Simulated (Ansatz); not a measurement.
# FH2Sn: the cost of one run

All numbers are computed with Ansatz 0.2.0, driven from Python. Level of theory: CCSD(T)/def2-TZVP.

### Step 1. The system

Bond lengths: F1–Sn2 1.907 Å, Sn2–H3 1.721 Å, Sn2–H4 1.786 Å. Angles: F1–Sn2–H3 107.6°, F1–Sn2–H4 112.6°, H3–Sn2–H4 107.8°.

No structure file is read: the coordinates are typed or built in the script.

### Step 2. The code

The input, fh2sn_tae.py:

```python
"""Atomisation energy of FH2Sn at the given geometry."""

from collections import Counter

import ansatz as az

BASIS_SET = "def2-TZVP"
METHOD = "ccsd_t"


def energy_of(molecule, charge=0, unpaired=0):
    calc = (
        molecule.calculation()
        .basis(gaussian=BASIS_SET)
        .correlation(METHOD)
    )
    if charge:
        calc = calc.charge(charge)
    if unpaired:
        calc = calc.spin("collinear", total=unpaired)
    return calc.run(threads=1).report["free_energy_ev"]

geometry_ang = [
    ("F", (-1.6221, -0.2642, 0.6552)),
    ("Sn", (-0.0382, -0.2246, -0.4053)),
    ("H", (1.2053, -1.01, 0.4885)),
    ("H", (0.5105, 1.4384, -0.7587)),
]
geometry = az.Crystal.molecule()
for symbol, xyz in geometry_ang:
    geometry = geometry.atom(symbol, xyz)

# Hund ground states
unpaired = {"F": 1, "Sn": 2, "H": 1}
counts = Counter(site.symbol for site in geometry.cartesian_sites)
atom_energy = {s: energy_of(az.Crystal.molecule().atom(s, (0, 0, 0)), 0, unpaired[s]) for s in counts}
whole = energy_of(geometry, 0, 1)
for s, e in atom_energy.items():
    print(f"{s:2s} x{counts[s]}  {e:14.5f} eV")
print(f"FH2Sn: {whole:.5f} eV")
split = sum(counts[s] * e for s, e in atom_energy.items()) - whole
print(f"atomisation energy (no zero-point term): {96.485332 * split:.1f} kJ/mol, {split / sum(counts.values()):.3f} eV an atom")
```

### Step 3. The input behind the calls

The package turns the script's settings into the engine's input (first run):

```yaml
crystal:
  periodic: [false, false, false]
  atoms:
    - { symbol: F, position_ang: [0.0, 0.0, 0.0] }
basis:
  gaussian:
    orbitals: def2-TZVP
magnetization:
  spin_polarized: true
  initial_magnetization: 1.0
correlation:
  method: ccsd_t
```

### Step 4. Launch

Launch:

```bash
> python fh2sn_tae.py
```

Q: Estimate wall time and peak memory on 1 thread of Arm Neoverse V1, shared host.

About 43 s, with a peak of 0.75 GiB.
